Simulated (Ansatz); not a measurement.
# Ga2AsP: the cost of one run

Computed with Ansatz 0.2.0 (DFT LDA, scalar-relativistic, plane waves, PAW).

1 further run of the same task is left out (set aside as unsound or not needed).

## 1. The system as given

It takes space group P-4m2 (No. 115, tetragonal). The conventional cell has a = 3.976 Å, b = 3.976 Å, c = 5.625 Å, α = 90.00°, β = 90.00°, γ = 90.00°. Ga (site symmetry 2mm) is surrounded by 2 P at 2.41 Å and 2 As at 2.46 Å. Around P (site symmetry -4m2) lie 4 Ga at 2.41 Å. As (site symmetry -4m2) has 4 Ga at 2.46 Å as nearest neighbours.

Coordinates:

```xyz
4
Lattice="3.9760 0.0000 0.0000 0.0000 3.9760 0.0000 0.0000 0.0000 5.6255" Properties=species:S:1:pos:R:3 pbc="T T T"
Ga    1.9880    0.0000    4.1682
Ga    0.0000    1.9880    1.4573
P     0.0000    0.0000    2.8127
As    1.9880    1.9880    0.0000
```

The cell was relaxed beforehand at this level, from a generated guess; it needn't be the stable form of this composition. At a tolerance of 0.02 Å it has space group P-4m2 (No. 115); it has 22.23 Å³/atom, an uncorrected energy of -0.38 eV/atom over the elements and, on its mesh, gap 0.81 eV.

## 2. Level of theory: LDA

Contents of input.yaml:

```yaml
crystal:
  lattice:
    - [3.9759865911, 0.0, 0.0]
    - [0.0, 3.9759865911, 0.0]
    - [0.0, 0.0, 5.625470866]
  atoms:
    - { symbol: Ga, position: [0.5, 0.0, 0.7409493064] }
    - { symbol: Ga, position: [0.0, 0.5, 0.2590506936] }
    - { symbol: P, position: [0.0, 0.0, 0.5] }
    - { symbol: As, position: [0.5, 0.5, 0.0] }
basis:
  ecutwfc: 420
kpoints:
  mp_grid: { grid: [8, 8, 6] }
  band_path:
    path:
      - [[0.0, 0.0, 0.0], [0.0, 0.5, 0.0], [0.5, 0.5, 0.0], [0.0, 0.0, 0.0], [0.0, 0.0, 0.5], [0.0, 0.5, 0.5], [0.5, 0.5, 0.5], [0.0, 0.0, 0.5]]
      - [[0.0, 0.5, 0.0], [0.0, 0.5, 0.5]]
      - [[0.5, 0.5, 0.0], [0.5, 0.5, 0.5]]
    npoints: 14
hamiltonian:
  xc: lda
scf:
  occupations: { method: gaussian, width: 0.02 }
  n_extra_bands: 10
output:
  forces: true
  stress: true
  eigenvalues: true
  populations: true
  dos: { projected: true, de: 0.02, nscf_kmesh: { grid: [12, 12, 9] } }
  bader: true
  write_density: true
  write_potential: true
  elf: true
  volumetric_format: npy
```

Launch:

```bash
$ ansatz run input.yaml --threads 1 --pin off --max-ram 2560MiB --backend cpu --events-out ev --progress --plain --runs-dir out
```

What time and memory should one allow on 1 thread of AMD EPYC 7R43 (Zen 3), shared host?

About 2.2 min, with a peak of 0.56 GiB.
